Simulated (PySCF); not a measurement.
# [Nd(O2)]+: structure and properties

Task: relax [Nd(O2)]+, compute its harmonic modes and analyse its electrons. The species was built from a template and needn't be a known compound.

The runs use PySCF 2.14.0; B3LYP, Nd lcecp-1-SVP with ECP49, O def2-SVP; scalar-relativistic core potentials, no spin–orbit coupling.

3 further runs of the same task are left out: 2 for a known fault of the program, 1 that didn't finish.

**1. The starting structure**

3 atoms, charge 1, spin multiplicity 1.

Bond lengths: Nd1–O2 2.270 Å, Nd1–O3 2.270 Å, O2–O3 1.480 Å. Angles: O2–Nd1–O3 38.0°, Nd1–O2–O3 71.0°, Nd1–O3–O2 71.0°.

Coordinates:

```xyz
3

Nd    0.0000    0.0000    0.0000
O     0.7400    0.0000    2.1463
O    -0.7400    0.0000    2.1463
```

Formal oxidation states: Nd +3. Each metal's 3 4f electrons lie in its core potential, so multiplicities, spins and levels count the valence alone.

**2. SCF at the start, singlet**

run.py (the lines that set the calculation)

```python
mol = gto.M(atom='''
Nd     0.00000     0.00000     0.00000
O      0.74000     0.00000     2.14630
O     -0.74000     0.00000     2.14630''',
    basis={'Nd': 'lcecp-1-SVP', 'O': 'def2-SVP'},
    ecp={'Nd': 'lcecp-1-SVP'},
    charge=1, spin=0)
mf = dft.RKS(mol, xc='B3LYP')
mf.grids.atom_grid = (50, 194)  # f atoms: unpruned, at least (60, 302)
mf = mf.density_fit()  # fitting sets: Nd AutoAux, O def2-universal-JKFIT
mf.conv_tol = 1e-08; mf.max_cycle = 55
mf.kernel(dm0)  # dm0: free metal ions and neutral atoms
```

Started as:

```
$ OMP_NUM_THREADS=2 python run.py
```

The log of the run:

```text
init E= -183.853884327354
  HOMO = -0.528253265416144  LUMO = -0.315977728105215  gap/eV = 5.77631
cycle= 1 E= -183.641055567754  delta_E= 0.213  |g|= 0.957  |ddm|= 1.96
  HOMO = -0.382838652353084  LUMO = -0.377519108559028  gap/eV = 0.14475
cycle= 2 E= -166.346331179025  delta_E= 17.3  |g|= 5.91  |ddm|= 6.94
  HOMO = -0.338302213782899  LUMO = -0.310692316339724  gap/eV = 0.75130
cycle= 3 E= -183.405553946362  delta_E= -17.1  |g|= 1.52  |ddm|=  6.3
  HOMO = -0.362679154293769  LUMO = -0.3051801063367  gap/eV = 1.56463
cycle= 4 E= -183.857687367497  delta_E= -0.452  |g|= 0.604  |ddm|= 0.681
  HOMO = -0.402128943215484  LUMO = -0.300779271807988  gap/eV = 2.75787
cycle= 5 E= -183.948943462904  delta_E= -0.0913  |g|= 0.0424  |ddm|= 0.544
  HOMO = -0.399484466444569  LUMO = -0.300408245176338  gap/eV = 2.69600
cycle= 6 E= -183.949299497798  delta_E= -0.000356  |g|= 0.0283  |ddm|= 0.0587
  HOMO = -0.397843917327872  LUMO = -0.301024332518283  gap/eV = 2.63460
cycle= 7 E= -183.949510791689  delta_E= -0.000211  |g|= 0.0028  |ddm|= 0.0246
  HOMO = -0.397801266453548  LUMO = -0.300965869917069  gap/eV = 2.63503
cycle= 8 E= -183.949512318643  delta_E= -1.53e-06  |g|= 0.00256  |ddm|= 0.00513
  HOMO = -0.397659435943851  LUMO = -0.301062342143063  gap/eV = 2.62854
cycle= 9 E= -183.949514304747  delta_E= -1.99e-06  |g|= 0.000271  |ddm|= 0.00369
  HOMO = -0.397663383124929  LUMO = -0.301058067404112  gap/eV = 2.62876
cycle= 10 E= -183.949514322533  delta_E= -1.78e-08  |g|= 9.1e-05  |ddm|= 0.000213
  HOMO = -0.397665916427567  LUMO = -0.301055011274339  gap/eV = 2.62892
cycle= 11 E= -183.949514324982  delta_E= -2.45e-09  |g|= 1.16e-05  |ddm|= 9.75e-05
  HOMO = -0.397669631786979  LUMO = -0.301054348062585  gap/eV = 2.62904
Extra cycle  E= -183.949514324405  delta_E= 5.78e-10  |g|= 4.81e-05  |ddm|= 5.35e-05
converged SCF energy = -183.949514324405
```

It took 1.9 s on 2 threads of Arm Neoverse V1, shared host; peak memory 0.31 GiB.

Read off: E = -183.949514 Eh, HOMO -10.82 eV, LUMO -8.19 eV, Mulliken charge on Nd1 +1.48 e. 

**3. Relaxation, singlet**

Steps are kept in the start's point group, C2v.

run.py (the lines that set the calculation)

```python
mol = gto.M(atom='''
Nd     0.00000     0.00000    -0.39483
O      0.74000     0.00000     1.75147
O     -0.74000     0.00000     1.75147''',
    basis={'Nd': 'lcecp-1-SVP', 'O': 'def2-SVP'},
    ecp={'Nd': 'lcecp-1-SVP'},
    charge=1, spin=0)
mf = dft.RKS(mol, xc='B3LYP')
mf.grids.atom_grid = (50, 194)  # f atoms: unpruned, at least (60, 302)
mf = mf.density_fit()  # fitting sets: Nd AutoAux, O def2-universal-JKFIT
mf.conv_tol = 1e-08; mf.max_cycle = 55
mf.kernel(dm0)  # dm0: an SCF of this state at this start
# quasi-Newton relaxation in Cartesian coordinates to a largest gradient under 0.00045 Eh/bohr, steps kept in the point group
```

Started as:

```
$ OMP_NUM_THREADS=2 python run.py
```

The driver keeps no SCF log for this step, only its results.

Wall time 9.2 s (2 threads of Arm Neoverse V1, shared host).

Relaxation path:

```csv
step,energy from step 1 (eV),largest force component (eV/Å)
1,0.0000,5.6157
2,-0.6257,3.5114
3,-0.7374,3.6684
4,-0.8740,0.7122
5,-0.8813,0.1221
6,-0.8816,0.0065
7,-0.8816,0.0006
```

Distances of close pairs at the start and the end, largest changes first:

```csv
bond,before (Å),after (Å),change (Å)
Nd1–O2,2.270,2.026,-0.244
Nd1–O3,2.270,2.026,-0.244
O2–O3,1.480,1.488,+0.008
```

It ends in C2v at E = -183.981911 Eh.

```csv
atom,x (Å),y (Å),z (Å)
Nd1,0.0000,0.0000,-0.2204
O2,0.7440,0.0000,1.6642
O3,-0.7440,0.0000,1.6642
```

**4. The relaxed geometry turned into its symmetry frame**

run.py (the lines that set the calculation)

```python
mol = gto.M(atom='''
Nd     0.00000     0.00000    -0.34669
O      0.74405     0.00000     1.53793
O     -0.74405     0.00000     1.53793''',
    basis={'Nd': 'lcecp-1-SVP', 'O': 'def2-SVP'},
    ecp={'Nd': 'lcecp-1-SVP'},
    charge=1, spin=0)
mf = dft.RKS(mol, xc='B3LYP')
mf.grids.atom_grid = (50, 194)  # f atoms: unpruned, at least (60, 302)
mf = mf.density_fit()  # fitting sets: Nd AutoAux, O def2-universal-JKFIT
mf.conv_tol = 1e-08; mf.max_cycle = 55
mf.kernel(dm0)  # dm0: free metal ions and neutral atoms
```

Started as:

```
$ OMP_NUM_THREADS=2 python run.py
```

The log of the run:

```text
init E= -183.99026190189
  HOMO = -0.572673215531079  LUMO = -0.364593023535761  gap/eV = 5.66215
cycle= 1 E= -183.749219565758  delta_E= 0.241  |g|= 0.909  |ddm|= 2.12
  HOMO = -0.348399815804085  LUMO = -0.345060582151445  gap/eV = 0.09087
cycle= 2 E= -174.34463604871  delta_E=  9.4  |g|= 5.81  |ddm|= 5.72
  HOMO = -0.38032390102887  LUMO = -0.294183813627154  gap/eV = 2.34399
cycle= 3 E= -183.863855550201  delta_E= -9.52  |g|= 0.746  |ddm|= 5.15
  HOMO = -0.420006763900155  LUMO = -0.29333511277035  gap/eV = 3.44691
cycle= 4 E= -183.973341816998  delta_E= -0.109  |g|= 0.181  |ddm|= 0.385
  HOMO = -0.43831169900924  LUMO = -0.287591817346762  gap/eV = 4.10130
cycle= 5 E= -183.981809099191  delta_E= -0.00847  |g|= 0.0188  |ddm|= 0.183
  HOMO = -0.438461862858212  LUMO = -0.288446532048553  gap/eV = 4.08213
cycle= 6 E= -183.981896207552  delta_E= -8.71e-05  |g|= 0.00745  |ddm|= 0.026
  HOMO = -0.438083710628145  LUMO = -0.28885621485054  gap/eV = 4.06069
cycle= 7 E= -183.981910391473  delta_E= -1.42e-05  |g|= 0.00153  |ddm|= 0.00653
  HOMO = -0.437913335908195  LUMO = -0.288832547346317  gap/eV = 4.05669
cycle= 8 E= -183.981910897615  delta_E= -5.06e-07  |g|= 0.000485  |ddm|= 0.0012
  HOMO = -0.437870476641525  LUMO = -0.288851314959352  gap/eV = 4.05502
cycle= 9 E= -183.981910958697  delta_E= -6.11e-08  |g|= 7.15e-05  |ddm|= 0.000594
  HOMO = -0.437876780917254  LUMO = -0.288849200809576  gap/eV = 4.05525
cycle= 10 E= -183.98191096001  delta_E= -1.31e-09  |g|= 3.73e-06  |ddm|= 6.73e-05
  HOMO = -0.437876777613617  LUMO = -0.288849096053539  gap/eV = 4.05525
Extra cycle  E= -183.981910960016  delta_E= -5.8e-12  |g|= 2.12e-06  |ddm|= 8.78e-06
converged SCF energy = -183.981910960016
```

Run time: 0.5 s. Hardware: 2 threads of Arm Neoverse V1, shared host.

Result: E = -183.981911 Eh, HOMO -11.92 eV, LUMO -7.86 eV, Mulliken charge on Nd1 +1.39 e. 

**5. Frequencies and infrared intensities**

Changes to run.py (the lines that set the calculation) since step 4:

```diff
@@ -10,3 +10,4 @@
 mf = mf.density_fit()  # fitting sets: Nd AutoAux, O def2-universal-JKFIT
-mf.conv_tol = 1e-08; mf.max_cycle = 55
-mf.kernel(dm0)  # dm0: free metal ions and neutral atoms
+mf.conv_tol = 1e-10; mf.max_cycle = 55
+mf.kernel(dm0)  # dm0: the density of the relaxed state
+# Hessian and dipole derivatives by central differences of gradients, 0.02 bohr
```

Started as:

```
$ OMP_NUM_THREADS=2 python run.py
```

No log is kept here; the results follow.

Run time: 9.6 s. Hardware: 2 threads of Arm Neoverse V1, shared host.

Point group C2v; negative numbers are unstable modes, and those under 60 cm⁻¹ are near the numerical noise:

```csv
cm⁻¹,km/mol,symmetry
558,10.9,b2
571,36.5,a1
870,48.7,a1
```

**6. Properties on a finer grid**

run.py (the lines that set the calculation)

```python
mol = gto.M(atom='''
Nd     0.00000     0.00000    -0.22037
O      0.74405     0.00000     1.66424
O     -0.74405     0.00000     1.66424''',
    basis={'Nd': 'lcecp-1-SVP', 'O': 'def2-SVP'},
    ecp={'Nd': 'lcecp-1-SVP'},
    charge=1, spin=0)
mf = dft.RKS(mol, xc='B3LYP')
mf.grids.atom_grid = (75, 302)  # f atoms: unpruned, at least (60, 302)
mf = mf.density_fit()  # fitting sets: Nd AutoAux, O def2-universal-JKFIT
mf.conv_tol = 1e-09; mf.max_cycle = 55
mf.kernel(dm0)  # dm0: the density of the relaxed state
```

Started as:

```
$ OMP_NUM_THREADS=2 python run.py
```

The log of the run:

```text
init E= -183.981921303848
  HOMO = -0.437875690575904  LUMO = -0.2888474686753  gap/eV = 4.05526
cycle= 1 E= -183.981921304338  delta_E= -4.9e-10  |g|= 3.77e-05  |ddm|= 0.000114
  HOMO = -0.437880789028743  LUMO = -0.28884652714957  gap/eV = 4.05543
cycle= 2 E= -183.981921302053  delta_E= 2.28e-09  |g|= 0.000114  |ddm|= 0.0001
  HOMO = -0.437877460856384  LUMO = -0.28884736267932  gap/eV = 4.05532
cycle= 3 E= -183.98192130463  delta_E= -2.58e-09  |g|= 1.42e-06  |ddm|= 7.36e-05
  HOMO = -0.437877225960548  LUMO = -0.288847481597724  gap/eV = 4.05531
cycle= 4 E= -183.981921304629  delta_E= 6.82e-13  |g|= 1.47e-06  |ddm|= 3.01e-06
  HOMO = -0.43787771320557  LUMO = -0.288847387227619  gap/eV = 4.05532
Extra cycle  E= -183.981921304626  delta_E= 3.5e-12  |g|= 4.33e-06  |ddm|= 4.92e-06
converged SCF energy = -183.981921304626
```

Run time: 3.1 s. Hardware: 2 threads of Arm Neoverse V1, shared host.

Read off: E = -183.981921 Eh, HOMO -11.92 eV, LUMO -7.86 eV, Mulliken charge on Nd1 +1.39 e, largest force component 0.001 eV/Å. 

Löwdin charges:

```csv
atom,value (e)
Nd1,1.23
O2,-0.12
O3,-0.12
```

Mulliken charges: Nd1 +1.39, O2 -0.20, O3 -0.20 e.

Contacts (the nearest donor of each ligand) and Mayer bond orders:

```csv
contact,distance (Å),bond order
Nd1–O2 (O2),2.026,1.29
```

Mulliken populations of Nd1 outside the core potential: s 2.11, p 6.06, d 1.36, f 0.09.

The fields below are evaluated on a grid from the run's orbitals.

Frontier orbitals at B3LYP, with the share of their density that lies nearest to each atom:

```csv
orbital,energy (eV),lies on
HOMO,-11.92,"O2, O3 about 45 % each; Nd1 11 %"
LUMO,-7.86,Nd1 90 %
```

ELF in a plane through or near 3 of the atoms.

Values, 10 rows by 14 columns:
```
0.00 0.00 0.00 0.00 0.00 0.00 0.00 0.00 0.00 0.00 0.00 0.00 0.00 0.00
0.00 0.00 0.00 0.00 0.00 0.00 0.00 0.01 0.01 0.01 0.00 0.00 0.00 0.00
0.00 0.00 0.01 0.01 0.00 0.00 0.07 0.15 0.21 0.22 0.07 0.01 0.00 0.00
0.00 0.04 0.13 0.32 0.40 0.16 0.22 0.77 0.79 0.83 0.40 0.09 0.00 0.00
0.01 0.07 0.36 0.83 0.83 0.68 0.48 0.80 0.38 0.77 0.24 0.04 0.00 0.00
0.01 0.07 0.42 0.86 0.57 0.12 0.63 0.53 0.66 0.44 0.08 0.01 0.00 0.00
0.00 0.06 0.27 0.73 0.87 0.79 0.31 0.87 0.20 0.89 0.40 0.09 0.00 0.00
0.00 0.01 0.07 0.11 0.10 0.03 0.17 0.50 0.62 0.59 0.27 0.05 0.00 0.00
0.00 0.00 0.00 0.00 0.00 0.00 0.02 0.04 0.07 0.06 0.01 0.00 0.00 0.00
0.00 0.00 0.00 0.00 0.00 0.00 0.00 0.00 0.00 0.00 0.00 0.00 0.00 0.00
```
The map spans 7.7 Å across and 6.7 Å up, centred on the molecule. Atoms in the plane (x, y in Å): Nd1 (-1.3, 0.0), O2 (0.6, 0.7), O3 (0.6, -0.7).

On the surface of density 0.002 e/bohr³ the electrostatic potential runs, from the 1st to the 99th percentile, from 1.69 V near O2 to 11.23 V near Nd1.

**7. Summary of results**

| quantity | value |
| --- | --- |
| state and point group | singlet in the valence, C2v |
| modes | 558 to 870 cm⁻¹, none unstable |
| strongest infrared band (modes within 1.5 cm⁻¹ summed) | 870 cm⁻¹ (49 km/mol) |
| zero-point energy | 0.124 eV |
| ideal gas, 298 K, 1 bar | S = 282.8, Cp = 44.8 J/(mol K) |
| metal–ligand contacts | 2.03 Å |
| frontier levels | HOMO -11.92 eV, LUMO -7.86 eV |
| dipole about the centre of mass | 7.91 D |
| mean polarisability | 4.1 Å³ |

**Reading.** All modes are real, so the structure is a minimum. The metal carries +1.23 e by Löwdin's partition against a formal +3, and bond orders to the nearest donors reach 1.29. Both measures hang on the basis. One start shape was tried, so another isomer may lie lower. The bases are small and lack diffuse functions. Spin–orbit coupling is left out.
